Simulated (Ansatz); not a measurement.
# CH6NNbO2: small, medium and large basis sets

An exercise on one series of results from a longer session: the logs are not shown, and one member is left open.

Method: one geometry, several basis sets; program: Ansatz 0.2.0, Gaussian basis.

Levels to be run: PBE0-D4/def2-SVP; ωB97M-V/def2-SVP; PBE0-D4/def2-QZVPP; ωB97M-V/def2-QZVPP; the functionals' def2-TZVPP values are taken from earlier runs.

### Structure used throughout

An earlier PBE0-D4 in a triple-zeta def2 set relaxation fixed the geometry. Nb takes the def2 core potential; no spin-orbit term is included.

SMILES `[CH3][Nb]([NH2])(=[O])[OH]`, 11 atoms, charge 0, spin multiplicity 1.

Atoms are counted from 1 here; the program's logs count them from 0.

Bond lengths: C1–Nb2 2.165 Å, C1–H6 1.095 Å, C1–H7 1.093 Å, C1–H8 1.095 Å, Nb2–N3 1.968 Å, Nb2–O4 1.697 Å, Nb2–O5 1.903 Å, N3–H9 1.010 Å, N3–H10 1.011 Å, O5–H11 0.958 Å. Angles: Nb2–C1–H6 109.5°, Nb2–C1–H7 111.1°, Nb2–C1–H8 111.1°, H6–C1–H7 107.9°, H6–C1–H8 108.4°, H7–C1–H8 108.6°, C1–Nb2–N3 106.7°, C1–Nb2–O4 105.4°, C1–Nb2–O5 107.4°, N3–Nb2–O4 107.8°, N3–Nb2–O5 114.1°, O4–Nb2–O5 114.6°, Nb2–N3–H9 124.9°, Nb2–N3–H10 124.6°, H9–N3–H10 110.0°, Nb2–O5–H11 132.2°.

Coordinates:

| atom | x (Å) | y (Å) | z (Å) |
| --- | --- | --- | --- |
| C1 | -1.6279 | 0.0152 | 0.4406 |
| Nb2 | 0.3556 | 0.3164 | -0.3727 |
| N3 | 1.6290 | -0.3151 | 0.9891 |
| O4 | 0.5359 | 1.9976 | -0.5131 |
| O5 | 0.4450 | -0.6310 | -2.0212 |
| H6 | -2.3743 | 0.3869 | -0.2697 |
| H7 | -1.7552 | 0.5608 | 1.3793 |
| H8 | -1.8228 | -1.0464 | 0.6237 |
| H9 | 2.2171 | 0.2820 | 1.5521 |
| H10 | 1.8796 | -1.2835 | 1.1355 |
| H11 | 0.5834 | -0.3401 | -2.9230 |

The first run:

Input file in.yaml:

```yaml
crystal:
  periodic: [false, false, false]
  atoms:
    - {symbol: C, position_ang: [-1.627949, 0.015179, 0.440638]}
    - {symbol: Nb, position_ang: [0.355616, 0.316402, -0.372692]}
    - {symbol: N, position_ang: [1.628997, -0.315095, 0.989068]}
    - {symbol: O, position_ang: [0.535865, 1.997617, -0.513111]}
    - {symbol: O, position_ang: [0.444983, -0.631008, -2.021176]}
    - {symbol: H, position_ang: [-2.374316, 0.386924, -0.269727]}
    - {symbol: H, position_ang: [-1.755182, 0.560791, 1.379348]}
    - {symbol: H, position_ang: [-1.822769, -1.046355, 0.623677]}
    - {symbol: H, position_ang: [2.217084, 0.282049, 1.552064]}
    - {symbol: H, position_ang: [1.879553, -1.283503, 1.135476]}
    - {symbol: H, position_ang: [0.583417, -0.340098, -2.922965]}
basis:
  gaussian: {orbitals: def2-SVP}
hamiltonian: {xc: pbe0, dispersion: d4}
output: {orbitals: {seedname: orbitals}}
```

The run is started by

```
> ansatz run in.yaml --threads 4 --pin off --events-out ev --progress --plain --max-ram 10444MiB
```

Steps of the session up to this table: PBE0-D4 in def2-SVP; ωB97M-V in def2-SVP; PBE0-D4 in def2-QZVPP; ωB97M-V in def2-QZVPP.

One table of the session follows, with a row left open; its other results are not shown here.

It belongs to the step «Functionals by basis». 

| functional | basis | HOMO (eV) |
| --- | --- | --- |
| PBE0-D4 | def2-SVP | ? |
| PBE0-D4 | def2-TZVPP | -7.76 |
| PBE0-D4 | def2-QZVPP | -7.80 |
| ωB97M-V | def2-SVP | -10.04 |
| ωB97M-V | def2-TZVPP | -10.11 |
| ωB97M-V | def2-QZVPP | -10.14 |

Q: Estimate the row for PBE0-D4, def2-SVP from the others.

The run gave: HOMO (eV): -7.69. In the column «HOMO (eV)» it is the highest.
